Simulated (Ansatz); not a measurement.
# SnH2+ (doublet): from Hartree-Fock to the top rungs, def2-TZVPP

How much of the correlation energy of SnH2+ (doublet) does each wave-function method recover here?

Program: Ansatz 0.2.0, Gaussian basis. Level of theory: def2-TZVPP, core rule «outside noble gas», up to 9 orbitals frozen. These are calculated values, not measurements.

To be run: UHF; CCSD(T) on ROHF; CCSD(T) on UHF; BCCD(T) on ROHF; CCSDT(Q) on ROHF; CCSDT(Q) on UHF; CASSCF and MRCISD+Q, 5 electrons in 6 orbitals; CASSCF and NEVPT2, 5 electrons in 6 orbitals.

23 further runs of the same task are left out: 7 that didn't finish, 16 set aside as unsound or not needed. Runs told in other sessions of the task aren't counted.

### 1 What is computed

The geometry is a PBE0/def2-TZVP stationary point (not a proven minimum) of the parent state, kept for this charge and spin. No spin-orbit coupling is included. Elements past krypton take def2 core potentials.

3 atoms, charge 1, spin multiplicity 2.

Atoms are counted from 1 here; the program's logs count them from 0.

Bond lengths: Sn1–H2 1.715 Å, Sn1–H3 1.715 Å. Angles: H2–Sn1–H3 119.7°.

### 2 UHF

Contents of in.yaml:

```yaml
crystal:
  periodic: [false, false, false]
  atoms:
    - {symbol: Sn, position_ang: [0.000000, -0.014391, 0.000000]}
    - {symbol: H, position_ang: [0.000000, 0.847453, -1.482753]}
    - {symbol: H, position_ang: [0.000000, 0.847453, 1.482753]}
basis:
  gaussian: {orbitals: def2-TZVPP}
total_charge: 1
magnetization: {spin_polarized: true, initial_magnetization: 1}
hamiltonian: {xc: hf}
output: {orbitals: {seedname: orbitals}}
```

Run with:

```bash
$ ansatz run in.yaml --threads 1 --pin off --events-out ev --progress --plain --max-ram 2393MiB
```

The runs that follow: CCSD(T) on ROHF; CCSD(T) on UHF; BCCD(T) on ROHF; CCSDT(Q) on ROHF; CCSDT(Q) on UHF; CASSCF and MRCISD+Q, 5 electrons in 6 orbitals; CASSCF and NEVPT2, 5 electrons in 6 orbitals.

**Question.** What will the summary of the whole plan be? Wanted: UCCSDT(Q) from the RHF energy; RMP2 from UCCSDT(Q); UMP2 from UCCSDT(Q); RCCSD from UCCSDT(Q); RCCSD(T) from UCCSDT(Q); UCCSD(T) from UCCSDT(Q); RCCSDT(Q) from UCCSDT(Q); NEVPT2 valence from UCCSDT(Q); MRCISD+Q valence from UCCSDT(Q).

**Answer**, as computed:

```
                         quantity                                                                                     value
    UCCSDT(Q) from the ROHF energy                                                                                -2.4847 eV
              RMP2 from UCCSDT(Q)                                                                              +57.6 kJ/mol
              UMP2 from UCCSDT(Q)                                                                              +56.0 kJ/mol
             RCCSD from UCCSDT(Q)                                                                               +7.2 kJ/mol
          RCCSD(T) from UCCSDT(Q)                                                                               +2.6 kJ/mol
          UCCSD(T) from UCCSDT(Q)                                                                               +1.5 kJ/mol
         RCCSDT(Q) from UCCSDT(Q)                                                                               +1.1 kJ/mol
    NEVPT2 valence from UCCSDT(Q)                                                                              +37.4 kJ/mol
  MRCISD+Q valence from UCCSDT(Q)                                                                               +0.1 kJ/mol
levels within 1 kcal/mol (43 meV)  RCCSD(T), UCCSD(T), BCCD(T), RCCSDT, UCCSDT, RCCSDT(Q), MRCISD valence, MRCISD+Q valence
                    T1 diagnostic                                                                                     0.023
   effectively unpaired electrons                                                                                      1.02
```

In words: RCCSD(T) lands +2.6 kJ/mol from the yardstick (1.1 % of the correlation energy). One determinant dominates. Of the multireference levels listed MRCISD+Q valence comes nearest in total energy (+0.1 kJ/mol), which doesn't show that its space is the better one. These misses are within one basis, not against nature; the frozen cores of restricted and unrestricted runs differ, which can shift their rows.
